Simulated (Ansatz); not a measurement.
Below is the output of a Python script on the Python package of Ansatz (0.2.0) that makes an all-electron equation of state of YAu, space group Pm-3m. Write a script that gives it. Level of theory (first run): PBEsol, LAPW, the default cutoff (233 eV here), 8×8×8 k-points, Fermi-Dirac smearing of 0.1 eV.

```yaml
crystal:
  lattice:
    - [3.55900, 0.00000, 0.00000]
    - [0.00000, 3.55900, 0.00000]
    - [0.00000, 0.00000, 3.55900]
  atoms:
    - { symbol: Y, position: [0.50000, 0.50000, 0.50000] }
    - { symbol: Au, position: [0.00000, 0.00000, 0.00000] }
```

`python eos_lapw_yau.py` gives:
```text
0.940   21.1876 A^3/atom    -304575.07215 eV/atom  (estimated basis error 0.05 meV/atom)
0.970   21.8638 A^3/atom    -304575.08848 eV/atom  (estimated basis error 0.06 meV/atom)
1.000   22.5400 A^3/atom    -304575.09103 eV/atom  (estimated basis error 0.05 meV/atom)
1.030   23.2162 A^3/atom    -304575.08188 eV/atom  (estimated basis error 0.05 meV/atom)
1.060   23.8924 A^3/atom    -304575.06280 eV/atom  (estimated basis error 0.05 meV/atom)
V0 = 22.3379 A^3/atom, B0 = 95.8 GPa
```

The script that was run (others could print the same):

The script, `eos_lapw_yau.py`:
```python
# -*- coding: utf-8 -*-
'''E(V) of YAu on LAPW.'''

import warnings

import ansatz
from ase.eos import EquationOfState
from ase.units import GPa
import numpy as np

vectors0 = np.array([
    [3.559, 0.0, 0.0],
    [0.0, 3.559, 0.0],
    [0.0, 0.0, 3.559],
])
sites = [
    ('Y', [0.5, 0.5, 0.5]),
    ('Au', [0.0, 0.0, 0.0]),
]


def crystal_on(cell):
    crystal = ansatz.Crystal(lattice=ansatz.Lattice.of(cell))
    for symbol, position in sites:
        crystal = crystal.atom(symbol, position)
    return crystal


def main():
    warnings.simplefilter('ignore', ansatz.DeckWarning)

    volumes, energies = [], []
    for scale in np.linspace(0.94, 1.06, 5):
        cell = vectors0 * scale ** (1 / 3)
        base = crystal_on(cell).calculation()
        base = base.functional('pbesol').occupations(ansatz.OccupationsMethod.FERMI_DIRAC)
        base = base.kpoints(8, 8, 8)
        base = base.pseudopotentials('all_electron', lapw=True)
        summary = base.run(threads=1, backend='cpu').report
        volumes.append(abs(np.linalg.det(cell)) / len(sites))
        energies.append(summary['free_energy_ev'] / len(sites))
        print(f'{scale:.3f} {volumes[-1]:9.4f} A^3/atom {energies[-1]:16.5f} eV/atom  (estimated basis error {1000 * summary["lapw_basis_errors"]["total_ev_per_atom"]:.2f} meV/atom)')
    v0, e0, bulk = EquationOfState(volumes, energies, eos='birchmurnaghan').fit()
    print(f'V0 = {v0:.4f} A^3/atom, B0 = {bulk / GPa:.1f} GPa')


if __name__ == '__main__':
    main()
```

A third-order Birch-Murnaghan fit through the 5 points has its minimum at 22.34 Å³ an atom, 0.9 % below the typed cell, with a bulk modulus of 96 GPa and dB/dP = 4.4. From that minimum the energy rises by 19.4 meV an atom on the compressed side and 28.8 meV on the expanded side.

Notes:
- All-electron totals depend on functional, relativistic treatment and basis; only differences at equal settings carry meaning.
- The mesh is modest for a metal, so energies can be off by several to tens of meV an atom and pressures by half a GPa or more; differences at equal mesh fare better.
- Spin-orbit coupling, which matters for elements this heavy, is left out.
- The starting cell is as deposited in a crystallographic database; the results hold for this polymorph, which needn't be the stable one.
- Timing: 82 s on 1 thread of Arm Neoverse V2, on a shared host, peak memory 0.44 GiB.
